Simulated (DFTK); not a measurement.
# Zr2BN (R-3m) in DFTK: reference runs

Reference runs on Zr2BN: the cell as given.

Everything below comes from runs of DFTK 0.8.2. Logs are shortened: lines on timing, memory, paths and dates and some standing lists are left out, and cuts for length are marked.

## 1. The structure

The structure is trigonal, space group R-3m (No. 166). The conventional cell has a = 3.336 Å, b = 3.336 Å, c = 16.606 Å, α = 90.00°, β = 90.00°, γ = 120.00°. Around Zr (site symmetry 3m) lie 3 N at 2.35 Å and 3 B at 2.40 Å. N (site symmetry -3m) is surrounded by 6 Zr at 2.35 Å. B (site symmetry -3m) has 6 Zr at 2.40 Å as nearest neighbours.

The cell comes from a database or a generator and needn't be the stable form of this composition.

## 2. Single point, PBEsol

File run.jl:

```julia
using DFTK
using PseudoPotentialData
using Unitful, UnitfulAtomic
using LinearAlgebra, Printf
include("save.jl")
disable_threading()

# lattice vectors are the columns
lattice = austrip(1u"Å") * [  1.6677790856  -1.6677790856            0.0;
              0.962892704    0.962892704   -1.925785408;
             5.5354392023   5.5354392023   5.5354392023]
symbols   = [:Zr, :Zr, :N, :B]
positions = [[0.74753582, 0.74753582, 0.74753582],
             [0.25246418, 0.25246418, 0.25246418],
             [0.0, 0.0, 0.0],
             [0.5, 0.5, 0.5]]
pseudopotentials = PseudoFamily("dojo.nc.sr.pbesol.v0_4_1.standard.upf")
elements = Dict(s => ElementPsp(s, pseudopotentials) for s in unique(symbols))
atoms    = [elements[s] for s in symbols]

build_model(lattice, positions; symmetries=true) =
    model_DFT(lattice, atoms, positions;
              functionals=PBEsol(),
              temperature=austrip(0.05u"eV"),
              smearing=Smearing.FermiDirac(),
              symmetries)
Ecut  = 42.0  # hartree
kgrid = [9, 9, 9]
tol   = 1e-6
to_GPa = ustrip(uconvert(u"GPa", 1u"hartree/bohr^3"))

model = build_model(lattice, positions)
basis = PlaneWaveBasis(model; Ecut, kgrid)
display(basis)
scfres = self_consistent_field(basis;
                               tol,
                               nbandsalg=AdaptiveBands(model; n_bands_converge=21))
display(scfres.energies)
@printf "Fermi level: %.6f eV\n" ustrip(auconvert(u"eV", something(scfres.εF, NaN)))
forces = compute_forces_cart(scfres)
println("Forces (eV/Å)")
for (s, f) in zip(symbols, forces)
    @printf "%-3s %12.6f %12.6f %12.6f\n" s ustrip.(auconvert.(u"eV/Å", f))...
end
stress = compute_stresses_cart(scfres)
println("Stress (GPa)")
display(round.(stress * to_GPa; digits=4))
println("Levels at the first k-point (eV): ", round.(ustrip.(auconvert.(u"eV", scfres.eigenvalues[1][1:scfres.n_bands_converge])); digits=4))
save_scf!(scfres; forces, stress)
```

Potentials or basis: dojo.nc.sr.pbesol.v0_4_1.standard.upf (PBEsol).

Command:

```console
$ julia --threads=1 run.jl  # save.jl only writes the numbers to a file and isn't shown; printed stress counts tension as positive; times include loading and compiling
```

Standard output:

```text
PlaneWaveBasis discretization:

    Ecut                 : 42.0 Ha
    fft_size             : (72, 72, 72), 373248 total points
    kgrid                : MonkhorstPack([9, 9, 9])
    num.   red. kpoints  : 729
    num. irred. kpoints  : 85

    Discretized Model(gga_x_pbe_sol+gga_c_pbe_sol, 3D):
        lattice (in Bohr)    : [3.15165   , -3.15165  , 0         ]
                               [1.8196    , 1.8196    , -3.63921  ]
                               [10.4605   , 10.4605   , 10.4605   ]
        unit cell volume     : 359.93 Bohr³

        atoms                : BNZr₂
        pseudopot. family    : PseudoFamily("dojo.nc.sr.pbesol.v0_4_1.standard.upf")

        num. electrons       : 32
        spin polarization    : none
        temperature          : 0.0018375 Ha
        smearing             : DFTK.Smearing.FermiDirac()

        terms                : Kinetic()
                               AtomicLocal()
                               AtomicNonlocal()
                               Ewald(nothing)
                               PspCorrection()
                               Hartree()
                               Xc(gga_x_pbe_sol, gga_c_pbe_sol)
                               Entropy()
n     Energy            log10(ΔE)   log10(Δρ)   Diag   Δtime
---   ---------------   ---------   ---------   ----   ------
  1   -114.3326259603                   -0.45    6.6     109s
  2   -114.6281309400       -0.53       -1.05    3.1    71.4s
  3   -114.6462894165       -1.74       -1.53    3.2    71.2s
  4   -114.6482348285       -2.71       -2.35    2.1    58.4s
  5   -114.6482765529       -4.38       -2.85    3.4    71.7s
  6   -114.6482780419       -5.83       -3.29    2.4    61.6s
  7   -114.6482783560       -6.50       -4.04    2.7    61.5s
  8   -114.6482783746       -7.73       -4.39    4.2    75.2s
  9   -114.6482783763       -8.77       -5.28    1.9    56.5s
 10   -114.6482783764      -10.08       -5.39    4.2    79.5s
 11   -114.6482783765      -10.58       -6.24    1.8    51.9s
Energy breakdown (in Ha):
    Kinetic             37.6275051
    AtomicLocal         -62.7401953
    AtomicNonlocal      9.7071798
    Ewald               -93.3973728
    PspCorrection       4.1111832
    Hartree             14.2271418
    Xc                  -24.1834171
    Entropy             -0.0003032

    total               -114.648278376457
Fermi level: 11.195597 eV
Forces (eV/Å)
Zr      0.000000     0.000000    -0.261961
Zr     -0.000000    -0.000000     0.261961
N      -0.000000    -0.000000    -0.000000
B      -0.000000     0.000000    -0.000000
Stress (GPa)
3×3 StaticArraysCore.SMatrix{3, 3, Float64, 9} with indices SOneTo(3)×SOneTo(3):
 5.2807  -0.0     -0.0
 0.0      5.2807   0.0
 0.0      0.0      5.0115
Levels at the first k-point (eV): [-37.1896, -37.1004, -15.7664, -15.0101, -15.0101, -14.9729, -14.9401, -14.9401, -3.1901, 4.387, 5.3798, 7.2897, 7.2897, 11.4178, 11.7997, 11.9758, 11.9758, 12.2772, 12.2772, 13.6251, 13.6251]
```

Wall time 20 min (1 thread of Intel Xeon at 2.70GHz, shared host); peak memory 4.1 GiB.

What came out:

| Item | Value |
| --- | --- |
| Free energy | -3119.7386 eV |
| Pressure | -5.2 GPa |
| Largest force | 0.262 eV/Å |
| Band gap on the k mesh | none (metal or under the smearing width) |

Forces on the atoms (eV/Å):
```
Zr   0.000  0.000 -0.262
Zr   0.000  0.000  0.262
N    0.000  0.000  0.000
B    0.000  0.000  0.000
```

Stress tensor (GPa, compression positive):
```
-5.28  0.00  0.00
 0.00 -5.28  0.00
 0.00  0.00 -5.01
```
